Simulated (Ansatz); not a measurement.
**Ti: an axial (c/a) deformation path**

The task here is to estimate one member of a computed series from the others.

Method: DFT r2SCAN, scalar-relativistic, plane waves, PAW, in Ansatz 0.2.0.

### The starting structure

The structure is hexagonal, space group P6_3/mmc (No. 194). Conventional cell: a = 2.950 Å, b = 2.950 Å, c = 4.686 Å, α = 90.00°, β = 90.00°, γ = 120.00°. Around Ti (site symmetry -6m2) lie 12 Ti at 2.90 to 2.95 Å.

As a file:

```cif
data_structure
_symmetry_space_group_name_H-M 'P 1'
_symmetry_Int_Tables_number 1
_cell_length_a 2.9500
_cell_length_b 2.9500
_cell_length_c 4.6860
_cell_angle_alpha 90.000
_cell_angle_beta 90.000
_cell_angle_gamma 120.000
_cell_volume 35.32
loop_
_atom_site_label
_atom_site_type_symbol
_atom_site_fract_x
_atom_site_fract_y
_atom_site_fract_z
_atom_site_occupancy
Ti1 Ti 0.33333 0.66667 0.25000 1
Ti2 Ti 0.66667 0.33333 0.75000 1
```

The cell is taken as given, not relaxed at this level.

The first run:

input.yaml

```yaml
crystal:
  lattice:
    - [2.9499978604, 0.0, 0.0]
    - [-1.4749989302, 2.5547730882, 0.0]
    - [0.0, 0.0, 4.686]
  atoms:
    - { symbol: Ti, position: [0.3333333333, 0.6666666667, 0.25] }
    - { symbol: Ti, position: [0.6666666667, 0.3333333333, 0.75] }
basis:
  ecutwfc: 500
kpoints:
  mp_grid: { grid: [21, 21, 12] }
hamiltonian:
  xc: r2scan
scf:
  occupations: { method: gaussian, width: 0.15 }
output:
  forces: true
  stress: true
  eigenvalues: true
```

Among the steps run: The undisturbed cell; Point ρ = 0.850; Point ρ = 1.200; At ρ = 0.920; At ρ = 1.100.

One of the session's tables, all rows but one given; the rest of the session is left out.

Collected from the runs (energy zero: the undisturbed cell):

```
    ρ  ΔE (meV/atom)  pressure (GPa)
0.850           95.0            -1.8
0.920           25.6            -2.2
1.000            0.0            -2.3
1.100              ?               ?
1.200          148.6            -2.0
```

**Question.** Estimate the row for ρ = 1.100.

Worked estimate for «ΔE (meV/atom)». A straight line through the neighbours (1.000, 0.0) and (1.200, 148.6) gives 0.0 + (148.6 − 0.0) × (1.100 − 1.000) / (1.200 − 1.000) = 74.3; a parabola fitted to 3 rows on both sides gives 36.3.

As computed: ΔE (meV/atom): 45.9; pressure (GPa): -2.2. In «ΔE (meV/atom)» the line misses by +28.4 and the parabola by -9.6.
